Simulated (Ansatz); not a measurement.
# YRe3Pb: the cost of one run

Computed with Ansatz 0.2.0 (DFT PBE, scalar-relativistic, plane waves, PAW, unless a step's input says otherwise).

## 1. The starting structure

It takes space group Pm-3m (No. 221, cubic). Conventional cell: a = 5.068 Å, b = 5.068 Å, c = 5.068 Å, α = 90.00°, β = 90.00°, γ = 90.00°. Y (site symmetry m-3m) has 6 Re at 2.53 Å as nearest neighbours. Around Re (site symmetry 4/mmm) lie 2 Y at 2.53 Å. Pb (site symmetry m-3m) has 12 Re at 3.58 Å as nearest neighbours.

Structure file:

```xyz
5
Lattice="5.0676 0.0000 0.0000 0.0000 5.0676 0.0000 0.0000 0.0000 5.0676" Properties=species:S:1:pos:R:3 pbc="T T T"
Y     0.0000    0.0000    0.0000
Re    2.5338    0.0000    0.0000
Re    0.0000    2.5338    0.0000
Re    0.0000    0.0000    2.5338
Pb    2.5338    2.5338    2.5338
```

Recipe of the guess: random cell by space group and Wyckoff sites (Pm-3m, No. 221). Lengths come from tabulated atomic sizes and are only a guess.

## 2. Probe: one point on a coarse mesh

input.yaml

```yaml
crystal:
  lattice:
    - [5.0675871, 0.0, 0.0]
    - [0.0, 5.0675871, 0.0]
    - [0.0, 0.0, 5.0675871]
  atoms:
    - { symbol: "Y", position: [0.0, 0.0, 0.0] }
    - { symbol: Re, position: [0.5, 0.0, 0.0] }
    - { symbol: Re, position: [0.0, 0.5, 0.0] }
    - { symbol: Re, position: [0.0, 0.0, 0.5] }
    - { symbol: Pb, position: [0.5, 0.5, 0.5] }
basis:
  ecutwfc: 420
kpoints:
  mp_grid: { grid: [4, 4, 4] }
hamiltonian:
  xc: pbe
scf:
  occupations: { method: gaussian, width: 0.1 }
  lower_state_search: "off"
output:
  forces: true
  stress: true
  eigenvalues: true
```

On the command line:

```sh
$ ansatz run input.yaml --threads 1 --pin off --max-ram 2048MiB --backend cpu --events-out ev --progress --plain --runs-dir out
```

**Question.** How long does this run take on 1 thread of Intel Xeon 6975P-C (Granite Rapids), shared host, and how much memory does it need?

About 2.6 s, with a peak of 0.47 GiB.
